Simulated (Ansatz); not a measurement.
# Lu2PN: the cost of one run

The runs shown are made with Ansatz 0.2.0. PAW datasets, plane waves, zero pressure. These are computed values for a spin-unpolarised cell that may be hypothetical; none is a measurement.

### 1 The structure to begin with

This is the cell as the run starts from it, not yet at rest; its lengths are not the crystal's.

It is trigonal, R-3m (No. 166); a = 3.993 Å, c = 19.563 Å in the conventional setting, 22.51 Å³ an atom. N has 6 Lu at 2.82 Å; P has 6 Lu at 2.82 Å; Lu has 3 N at 2.82 Å and 3 P at 2.82 Å.

Coordinates:

```
CELL_PARAMETERS angstrom
1.99664 1.15276 6.52100
-1.99664 1.15276 6.52100
0.00000 -2.30552 6.52100
ATOMIC_POSITIONS crystal
N 0.00000 0.00000 0.00000
P 0.50000 0.50000 0.50000
Lu 0.25000 0.25000 0.25000
Lu 0.75000 0.75000 0.75000
```

### 2 Relaxation with PBE

input.yaml

```yaml
crystal:
  lattice:
    - [1.996640801, 1.1527611039, 6.5210015495]
    - [-1.996640801, 1.1527611039, 6.5210015495]
    - [0.0, -2.3055222079, 6.5210015495]
  atoms:
    - { symbol: "N", position: [1.0, 0.0, 0.0] }
    - { symbol: P, position: [0.5, 0.5, 0.5] }
    - { symbol: Lu, position: [0.25, 0.25, 0.25] }
    - { symbol: Lu, position: [0.75, 0.75, 0.75] }
kpoints:
  mp_grid: { grid: [8, 8, 8] }
hamiltonian:
  xc: pbe
scf:
  occupations: { method: fermi_dirac, width: 0.02 }
relax:
  f_tol: 0.005
  cell: {}
```

Command:

```
> ansatz run input.yaml --threads 2 --pin off --max-ram 2211MiB --backend cpu --events-out ev --progress --plain --runs-dir out
```

What time and memory should one allow on 2 threads of Arm Neoverse N1, shared host?

About 2 min, with a peak of 0.55 GiB.
